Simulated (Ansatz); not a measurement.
# CH4ClFNNb: basis-set convergence

How large a basis does CH4ClFNNb need? Two functionals are run in growing sets.

Method: one geometry, several basis sets; program: Ansatz 0.2.0, Gaussian basis.

Plan: PBE0-D4/def2-SVP; ωB97M-V/def2-SVP; PBE0-D4/def2-QZVPP; ωB97M-V/def2-QZVPP; the functionals' def2-TZVPP values are taken from earlier runs.

## Step 1: The geometry

The geometry comes from an earlier relaxation with PBE0-D4 in a triple-zeta def2 set; it is a stationary point, not always the lowest conformer. Nb takes the def2 core potential; no spin-orbit term is included.

SMILES `[CH3][Nb](=[NH])([F])[Cl]`, 9 atoms, charge 0, spin multiplicity 1.

Atoms are counted from 1 here; the program's logs count them from 0.

Bond lengths: C1–Nb2 2.134 Å, C1–H6 1.094 Å, C1–H7 1.096 Å, C1–H8 1.094 Å, Nb2–N3 1.732 Å, Nb2–F4 1.869 Å, Nb2–Cl5 2.301 Å, N3–H9 1.009 Å. Angles: Nb2–C1–H6 110.8°, Nb2–C1–H7 109.1°, Nb2–C1–H8 110.3°, H6–C1–H7 109.3°, H6–C1–H8 108.0°, H7–C1–H8 109.3°, C1–Nb2–N3 102.1°, C1–Nb2–F4 108.5°, C1–Nb2–Cl5 108.4°, N3–Nb2–F4 109.9°, N3–Nb2–Cl5 109.9°, F4–Nb2–Cl5 117.0°, Nb2–N3–H9 174.6°.

## Step 2: PBE0-D4 in def2-SVP

in.yaml reads:

```yaml
crystal:
  periodic: [false, false, false]
  atoms:
    - {symbol: C, position_ang: [-1.253869, -0.107482, -0.474546]}
    - {symbol: Nb, position_ang: [0.850664, 0.083923, -0.179158]}
    - {symbol: N, position_ang: [1.007211, -0.208221, 1.520951]}
    - {symbol: F, position_ang: [1.708742, -1.270475, -1.139078]}
    - {symbol: Cl, position_ang: [1.457083, 2.251060, -0.660372]}
    - {symbol: H, position_ang: [-1.597114, -1.105220, -0.186168]}
    - {symbol: H, position_ang: [-1.485414, 0.063469, -1.532371]}
    - {symbol: H, position_ang: [-1.790745, 0.624788, 0.135152]}
    - {symbol: H, position_ang: [1.191942, -0.377944, 2.498590]}
basis:
  gaussian: {orbitals: def2-SVP}
hamiltonian: {xc: pbe0, dispersion: d4}
output: {orbitals: {seedname: orbitals}}
```

Further steps of the session: ωB97M-V in def2-SVP; PBE0-D4 in def2-QZVPP; ωB97M-V in def2-QZVPP.

Q: Predict the results of all the runs planned. Wanted: PBE0-D4: double and triple zeta above quadruple; ωB97M-V: double and triple zeta above quadruple.

The runs gave:

```
                                       quantity           value
PBE0-D4: double and triple zeta above quadruple  11.83, 0.76 eV
ωB97M-V: double and triple zeta above quadruple  11.97, 0.73 eV
```

What this shows: For PBE0-D4 the step from double to triple zeta gains 11.08 eV and the next only 0.76 eV. Total energies overstate the basis error of differences, where much of it tends to cancel.
